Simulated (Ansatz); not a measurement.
# CH₄O₂SeSi: small, medium and large basis sets

The task here is to estimate one member of a computed series from the others.

Method: one geometry, several basis sets; program: Ansatz 0.2.0, Gaussian basis.

Levels to be run: PBE0-D4/def2-SVP; ωB97M-V/def2-SVP; PBE0-D4/def2-QZVPP; ωB97M-V/def2-QZVPP; the functionals' def2-TZVPP values are taken from earlier runs.

### Structure used throughout

All runs share one geometry, relaxed beforehand with PBE0-D4 in a triple-zeta def2 set.

SMILES `O[Si]1([SeH])CO1`, 9 atoms, charge 0, spin multiplicity 1.

Atoms are counted from 1 here; the program's logs count them from 0.

Bond lengths: O1–Si2 1.626 Å, O1–H6 0.960 Å, Si2–Se3 2.240 Å, Si2–C4 1.797 Å, Si2–O5 1.639 Å, Se3–H7 1.469 Å, C4–O5 1.511 Å, C4–H8 1.089 Å, C4–H9 1.088 Å. Angles: Si2–O1–H6 117.5°, O1–Si2–Se3 103.7°, O1–Si2–C4 126.0°, O1–Si2–O5 119.7°, Se3–Si2–C4 126.4°, Se3–Si2–O5 121.2°, C4–Si2–O5 51.9°, Si2–Se3–H7 90.7°, Si2–C4–O5 58.6°, Si2–C4–H8 123.0°, Si2–C4–H9 123.0°, O5–C4–H8 111.9°, O5–C4–H9 112.0°, H8–C4–H9 112.6°, Si2–O5–C4 69.4°.

Coordinates:

```tsv
atom	x (Å)	y (Å)	z (Å)
O1	-0.7990	1.2612	1.3704
Si2	0.0636	0.4018	0.2922
Se3	2.1867	0.9405	0.7626
C4	-0.4958	-1.0675	-0.5772
O5	-0.4592	0.2817	-1.2562
H6	-1.7494	1.3031	1.2444
H7	2.6661	0.0642	-0.3147
H8	-1.5104	-1.4541	-0.4970
H9	0.1862	-1.7770	-1.0416
```

The first run:

The input, in.yaml:

```yaml
crystal:
  periodic: [false, false, false]
  atoms:
    - {symbol: O, position_ang: [-0.799025, 1.261194, 1.370449]}
    - {symbol: Si, position_ang: [0.063569, 0.401754, 0.292240]}
    - {symbol: Se, position_ang: [2.186677, 0.940523, 0.762649]}
    - {symbol: C, position_ang: [-0.495820, -1.067513, -0.577162]}
    - {symbol: O, position_ang: [-0.459205, 0.281685, -1.256223]}
    - {symbol: H, position_ang: [-1.749442, 1.303054, 1.244391]}
    - {symbol: H, position_ang: [2.666148, 0.064234, -0.314741]}
    - {symbol: H, position_ang: [-1.510386, -1.454077, -0.497019]}
    - {symbol: H, position_ang: [0.186184, -1.776954, -1.041585]}
basis:
  gaussian: {orbitals: def2-SVP}
hamiltonian: {xc: pbe0, dispersion: d4}
output: {orbitals: {seedname: orbitals}}
```

The run is started by

```bash
$ ansatz run in.yaml --threads 4 --pin off --events-out ev --progress --plain --max-ram 10444MiB
```

Steps of the session up to this table: PBE0-D4 in def2-SVP; ωB97M-V in def2-SVP; PBE0-D4 in def2-QZVPP; ωB97M-V in def2-QZVPP.

One of the session's tables, all rows but one given; the rest of the session is left out.

It belongs to the step «Functionals by basis». 

```
functional       basis  HOMO (eV)  LUMO (eV)
   PBE0-D4    def2-SVP          ?          ?
   PBE0-D4  def2-TZVPP      -7.21      -0.10
   PBE0-D4  def2-QZVPP      -7.24      -0.29
   ωB97M-V    def2-SVP      -9.24       2.16
   ωB97M-V  def2-TZVPP      -9.38       1.63
   ωB97M-V  def2-QZVPP      -9.42       1.11
```

Estimate the missing values for PBE0-D4, def2-SVP.

As computed: HOMO (eV): -7.08; LUMO (eV): 0.14. In the column «HOMO (eV)» it is the highest.
